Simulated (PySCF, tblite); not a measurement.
# C₉H₇N₃Si: excited states

Wanted: excited states for C₉H₇N₃Si (`C#CC1=CC=C(c2ncncn2)[SiH2]1`).

Programs: tblite 0.8.0 and PySCF 2.14.0, with routines of our own; each step states its level. All values are computed. Atoms count from 0.

### 1 The system as given

20 atoms, charge 0, multiplicity 1; geometry from: force field or distance geometry start.

### 2 Relaxing the molecule with GFN2-xTB

Job settings and geometry (Å):

```
{"job": {"kind": "relax", "xc": "GFN2-xTB", "basis": "xTB"}, "charge": 0, "multiplicity": 1}
C      5.027300     0.622100     0.255200
C      3.835800     0.380800     0.321100
C      2.442400     0.080300     0.402100
C      1.807300    -0.616900     1.284000
C      0.414200    -0.776600     1.159800
C     -0.162100    -0.196900     0.135700
C     -1.563100    -0.162900    -0.279100
N     -2.527600    -0.786400     0.408100
C     -3.802200    -0.730800    -0.023400
N     -4.184700    -0.055700    -1.122800
C     -3.201600     0.581500    -1.824000
N     -1.907100     0.522300    -1.394900
Si     1.177000     0.679400    -0.806200
H      6.080400     0.828200     0.186700
H      2.381400    -1.079800     2.138700
H     -0.207300    -1.367300     1.888700
H     -4.617300    -1.228300     0.518600
H     -3.420700     1.139100    -2.718200
H      1.405900     0.060900    -2.111600
H      1.016900     2.117800    -0.831200
```

Command:

```console
$ OMP_NUM_THREADS=1 python excited_run.py task.json out
```

This one command runs all jobs of the session in turn.

The log of the run:

```text
step      E/eV     max force
  0    -903.13065    4.928
  1    -903.62429    2.484
  2    -903.77023    1.428
  3    -903.76797    3.749
  4    -903.84867    0.495
  5    -903.86733    0.513
  6    -903.89113    0.394
  7    -903.90360    0.322
  8    -903.91826    0.271
  9    -903.92734    0.248
 10    -903.93466    0.180
 11    -903.93948    0.166
 12    -903.94330    0.131
 13    -903.94639    0.161
 14    -903.94877    0.144
 15    -903.95032    0.089
 16    -903.95134    0.081
 17    -903.95207    0.071
 18    -903.95256    0.059
 19    -903.95281    0.035
 20    -903.95294    0.029
 21    -903.95309    0.044
 22    -903.95328    0.041
 23    -903.95347    0.030
 24    -903.95362    0.028
 25    -903.95373    0.031
 26    -903.95384    0.036
 27    -903.95398    0.029
 28    -903.95412    0.033
 29    -903.95428    0.034
 30    -903.95447    0.039
 31    -903.95471    0.056
 32    -903.95496    0.051
 33    -903.95515    0.037
 34    -903.95533    0.034
 35    -903.95557    0.046
 36    -903.95596    0.078
 37    -903.95647    0.086
 38    -903.95687    0.055
 39    -903.95702    0.024
 40    -903.95707    0.020
 41    -903.95711    0.019
 42    -903.95717    0.023
 43    -903.95725    0.026
 44    -903.95734    0.027
 45    -903.95745    0.026
 46    -903.95757    0.025
 47    -903.95767    0.025
 48    -903.95774    0.018
 49    -903.95778    0.015
 50    -903.95781    0.016
 51    -903.95785    0.018
 52    -903.95791    0.026
 53    -903.95798    0.026
 54    -903.95803    0.020
 55    -903.95806    0.018
 56    -903.95809    0.016
 57    -903.95812    0.017
 58    -903.95814    0.014
 59    -903.95816    0.007
```

Run time: 0.48 s. Hardware: 1 thread of AMD EPYC 9R45, shared host; peak memory 0.18 GiB.

Relaxation path: (not every step is listed) (the energy doesn't fall at every step)

```tsv
step	energy from step 0 (eV)	largest force (eV/Å)
0	0.0000	4.9284
1	-0.4936	2.4841
2	-0.6396	1.4281
3	-0.6373	3.7489
4	-0.7180	0.4948
5	-0.7367	0.5135
6	-0.7605	0.3939
7	-0.7730	0.3221
8	-0.7876	0.2706
12	-0.8127	0.1306
16	-0.8207	0.0812
20	-0.8223	0.0291
24	-0.8230	0.0282
28	-0.8235	0.0331
32	-0.8243	0.0512
36	-0.8253	0.0776
40	-0.8264	0.0204
44	-0.8267	0.0273
48	-0.8271	0.0184
52	-0.8273	0.0262
54	-0.8274	0.0200
55	-0.8274	0.0185
56	-0.8274	0.0158
57	-0.8275	0.0172
58	-0.8275	0.0137
59	-0.8275	0.0073
```

Distances of close pairs at the start and the end, largest changes first:

```tsv
bond	before (Å)	after (Å)	change (Å)
C2–C3	1.291	1.358	+0.067
C2–Si12	1.849	1.914	+0.065
C10–N11	1.365	1.313	-0.052
C3–H14	1.129	1.081	-0.048
C4–C5	1.310	1.358	+0.047
C4–H15	1.125	1.080	-0.045
N9–C10	1.365	1.326	-0.040
C1–C2	1.428	1.392	-0.036
```

The end geometry stands in the next job.

### 3 Vibrational analysis with GFN2-xTB

Job settings and geometry (Å):

```
{"job": {"kind": "ir", "xc": "GFN2-xTB", "basis": "xTB"}, "charge": 0, "multiplicity": 1}
C      4.974614     0.559677     0.330088
C      3.792168     0.330357     0.369499
C      2.419987     0.098719     0.363551
C      1.763183    -0.632787     1.300851
C      0.346618    -0.760213     1.125069
C     -0.179415    -0.136763     0.039776
C     -1.561515    -0.139528    -0.316834
N     -2.455910    -0.794250     0.438561
C     -3.699244    -0.732346     0.020544
N     -4.126278    -0.091120    -1.058417
C     -3.169323     0.524645    -1.738215
N     -1.893455     0.538794    -1.427293
Si     1.173101     0.740613    -0.938918
H      6.005508     0.752978     0.307985
H      2.257089    -1.100606     2.140637
H     -0.254378    -1.321417     1.825133
H     -4.445344    -1.253000     0.610069
H     -3.468139     1.063626    -2.629923
H      1.434360     0.166099    -2.255132
H      1.081225     2.197201    -0.919762
```

The log of the run:

```text
mode    cm-1     km/mol
  1      46.3      0.07
  2      53.5      0.00
  3      67.5      0.30
  4     109.3      0.17
  5     134.3      0.42
  6     196.8      0.87
  7     251.6      1.13
  8     254.8      0.68
  9     284.7      0.07
 10     373.2      7.25
 11     380.2      1.98
 12     391.2      6.29
 13     404.2      4.06
 14     473.1     33.28
 15     502.3      5.63
 16     538.9     55.55
 17     559.6     21.41
 18     572.8     20.43
 19     605.9     58.70
 20     646.6      0.67
 21     653.7     35.58
 22     657.9     13.05
 23     678.6     16.06
 24     710.2      9.36
 25     743.9    179.33
 26     772.0     76.78
 27     839.3     13.65
 28     874.1      2.62
 29     895.3      0.06
 30     939.2      0.00
 31     997.7     30.79
 32    1050.1     32.75
 33    1062.2     25.86
 34    1150.9      2.10
 35    1165.2      3.29
 36    1183.0     30.39
 37    1218.7      3.18
 38    1239.8      2.05
 39    1287.3     24.42
 40    1314.4      9.73
 41    1358.7      1.63
 42    1411.9    218.00
 43    1480.2    689.72
 44    1499.4    192.59
 45    1565.2    569.46
 46    1590.9     10.70
 47    2209.9     13.69
 48    2294.4    117.39
 49    2297.5    403.07
 50    3037.2     46.04
 51    3039.0     32.64
 52    3070.1     29.66
 53    3086.4     23.45
 54    3392.5      7.56
```

It took 0.87 s on 1 thread of AMD EPYC 9R45, shared host; peak memory 0.18 GiB.

Which atoms move in the most intense modes:

```tsv
cm⁻¹	km/mol	atoms
744	179.3	H18 37 %, H19 37 %, Si12 11 %
772	76.8	C6 40 %, N11 14 %, N7 14 %
1412	218.0	C6 47 %, C5 14 %, N11 11 %
1480	689.7	C2 29 %, C3 23 %, C5 23 %, C4 13 %
1499	192.6	C6 33 %, N9 20 %, C8 14 %, C10 12 %
1565	569.5	C8 21 %, C10 19 %, C3 11 %, C2 11 %
2294	117.4	H18 63 %, H19 35 %
2298	403.1	H19 62 %, H18 34 %
```

### 4 Excited states: TDA wB97X-D/def2-SVP

The job, as its differences from that of step 3:

```diff
@@ -1,2 +1,2 @@
-{"job": {"kind": "ir", "xc": "GFN2-xTB", "basis": "xTB"}, "charge": 0, "multiplicity": 1}
+{"job": {"kind": "states", "xc": "wB97X-D", "basis": "def2-SVP", "tda": true, "soc": true, "nstates": 6, "ntriplets": 5, "nquad": 4}, "charge": 0, "multiplicity": 1}
 C      4.974614     0.559677     0.330088
```

Method: TDA wB97X-D/def2-SVP excited states, vertical, gas phase, spin-orbit mean-field couplings.

The log of the run:

```text
coarse grid: 18928 points
cycle   1  E = -799.9446042549  dE =  2.959e+00  |g| = 6.192e-01  |ddm| = 5.551e+00
cycle   2  E = -799.9858806469  dE = -4.128e-02  |g| = 5.504e-01  |ddm| = 1.504e+00
cycle   3  E = -800.0455447647  dE = -5.966e-02  |g| = 5.389e-02  |ddm| = 6.041e-01
cycle   4  E = -800.0464667388  dE = -9.220e-04  |g| = 3.077e-02  |ddm| = 1.136e-01
cycle   5  E = -800.0467140707  dE = -2.473e-04  |g| = 9.693e-03  |ddm| = 4.856e-02
cycle   6  E = -800.0467432810  dE = -2.921e-05  |g| = 4.786e-03  |ddm| = 1.527e-02
cycle   7  E = -800.0467523658  dE = -9.085e-06  |g| = 1.735e-03  |ddm| = 7.719e-03
final grid: 183384 points
cycle   8  E = -800.1558117675  dE = -1.750e-04  |g| = 6.626e-03  |ddm| = 4.903e-02
cycle   9  E = -800.1558153737  dE = -3.606e-06  |g| = 5.954e-03  |ddm| = 1.309e-02
cycle  10  E = -800.1558231056  dE = -7.732e-06  |g| = 1.212e-03  |ddm| = 6.174e-03
cycle  11  E = -800.1558234727  dE = -3.671e-07  |g| = 6.901e-04  |ddm| = 1.832e-03
cycle  12  E = -800.1558235975  dE = -1.248e-07  |g| = 1.481e-04  |ddm| = 8.668e-04
cycle  13  E = -800.1558236101  dE = -1.261e-08  |g| = 8.878e-05  |ddm| = 3.584e-04
cycle  14  E = -800.1558236136  dE = -3.553e-09  |g| = 4.088e-05  |ddm| = 1.632e-04
cycle  15  E = -800.1558236145  dE = -8.581e-10  |g| = 1.283e-05  |ddm| = 1.083e-04
converged SCF energy = -800.1558236145

Singlet excitations
state   eV       nm        f     d(h-e)  d(exc)  Lambda  PR(NTO)  |dmu|/D   mu/D   main configurations
  1   3.6535   339.4   0.68223   0.716   3.625   0.791   1.109    2.261    3.289   H->L 0.93
  2   4.0268   307.9   0.00082   0.956   3.573   0.447   1.189    2.809    3.739   H-1->L 0.87
  3   4.1810   296.5   0.00011   0.544   3.454   0.406   1.227    2.214    1.227   H-2->L 0.78, H-1->L+2 0.09
  4   4.4988   275.6   0.00449   1.941   3.703   0.375   1.020    6.041    5.013   H-3->L 0.74, H-3->L+2 0.17
  5   4.8832   253.9   0.00297   0.351   2.454   0.436   1.014                     H-2->L+1 0.70, H-3->L+1 0.16, H-1->L+1 0.11
  6   4.9719   249.4   0.00528   0.379   2.484   0.406   1.011                     H-3->L+1 0.79, H-1->L+1 0.10, H-2->L+1 0.09

Triplet excitations (Tamm-Dancoff)
state   eV     d(h-e)  d(exc)  Lambda  PR(NTO)   main configurations
  1   1.8779   0.214   3.295   0.796   1.074   H->L 0.90
  2   3.7678   0.678   3.440   0.447   1.287   H-1->L 0.81
  3   3.8126   0.331   2.883   0.748   2.078   H-4->L 0.53, H->L+2 0.29
  4   3.9126   0.483   3.322   0.412   1.361   H-2->L 0.72, H-1->L+2 0.08
  5   4.0739   1.547   3.415   0.378   1.142   H-3->L 0.68, H-3->L+2 0.20
S1 - T1 = 1.7756 eV

Spin-orbit couplings |<S|Hso|T>| (cm-1)
             T1       T2       T3       T4       T5
S0        0.114    4.965    0.132   15.569   12.336
S1        0.010    9.829    0.015    2.541    1.654
S2        7.756    0.595    3.190    2.567    8.755
S3        2.519    1.679    6.798    4.572   13.509
S4        0.619   10.843    1.547   13.005    5.463
S5        0.227    0.920    0.617    0.240    4.307
S6        0.302    0.740    0.361    3.296    1.953
T1 sublevels (cm-1): 0.000 0.000 0.001   radiative rates (1/s): 0.000128 0.00355 0.00598
```

It took 40 s on 1 thread of AMD EPYC 9R45, shared host; peak memory 1.1 GiB.

Key values:

```tsv
quantity	value
S1 less T1	1.78 eV
```

### 5 What came out

```
                                 quantity                  value
strongest single infrared mode (GFN2-xTB)  1480 cm⁻¹, 690 km/mol
             zero-point energy (GFN2-xTB)          82.4 kcal/mol
S1 less T1 (step 4, TDA wB97X-D/def2-SVP)                1.78 eV
```

What this shows: No mode is imaginary among the 54: a minimum at this level. The strongest single mode, at 1480 cm⁻¹, moves mainly C2, C3 and C5. GFN2-xTB is a fitted tight-binding method: band positions and strengths are rough. Its intensities can rank the bands wrongly. In step 4, the number of triplets below S1 is 1, and the largest singlet-triplet spin-orbit coupling is S0–T4, 15.57 cm⁻¹.
